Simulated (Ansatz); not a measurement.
# CsHfS2: the cost of one run

Method: DFT PBE, scalar-relativistic, plane waves, PAW, in Ansatz 0.2.0.

### 1 The starting structure

The structure is hexagonal, space group P-6m2 (No. 187). Conventional cell: a = 3.682 Å, b = 3.682 Å, c = 8.442 Å, α = 90.00°, β = 90.00°, γ = 120.00°. Cs (site symmetry -6m2) has 6 S at 3.42 Å and 6 Cs at 3.68 Å as nearest neighbours. Hf (site symmetry -6m2) is surrounded by 6 S at 2.63 Å. Around S (site symmetry 3m) lie 3 Hf at 2.63 Å and 3 Cs at 3.42 Å.

Coordinates:

```
CELL_PARAMETERS angstrom
3.68161 0.00000 0.00000
-1.84081 3.18837 0.00000
0.00000 0.00000 8.44229
ATOMIC_POSITIONS crystal
Cs 0.66667 0.33333 0.50000
Hf 0.66667 0.33333 0.00000
S 0.00000 0.00000 0.18317
S 0.00000 0.00000 0.81683
```

The start is the relaxed end of an invented cell (made as: Cs between sheets of the TiS2 type, stage 1 (P-6m2, No. 187)), taken up again for a closer look.

### 2 The guess as it stands, on a coarse mesh

input.yaml

```yaml
crystal:
  lattice:
    - [3.681611, 0.0, 0.0]
    - [-1.8408055, 3.1883687, 0.0]
    - [0.0, 0.0, 8.442294]
  atoms:
    - { symbol: Cs, position: [0.6666667, 0.3333333, 0.5] }
    - { symbol: Hf, position: [0.6666667, 0.3333333, 0.0] }
    - { symbol: S, position: [0.0, 0.0, 0.183174] }
    - { symbol: S, position: [0.0, 0.0, 0.816826] }
basis:
  ecutwfc: 420
kpoints:
  mp_grid: { grid: [6, 6, 2] }
hamiltonian:
  xc: pbe
scf:
  occupations: { method: gaussian, width: 0.1 }
  lower_state_search: "off"
output:
  forces: true
  stress: true
  eigenvalues: true
```

Launch:

```
ansatz run input.yaml --threads 1 --pin off --max-ram 3072MiB --backend cpu --events-out ev --progress --plain --runs-dir out
```

Q: Estimate wall time and peak memory on 1 thread of Intel Xeon 6975P-C (Granite Rapids), shared host.

About 3 s, with a peak of 0.39 GiB.
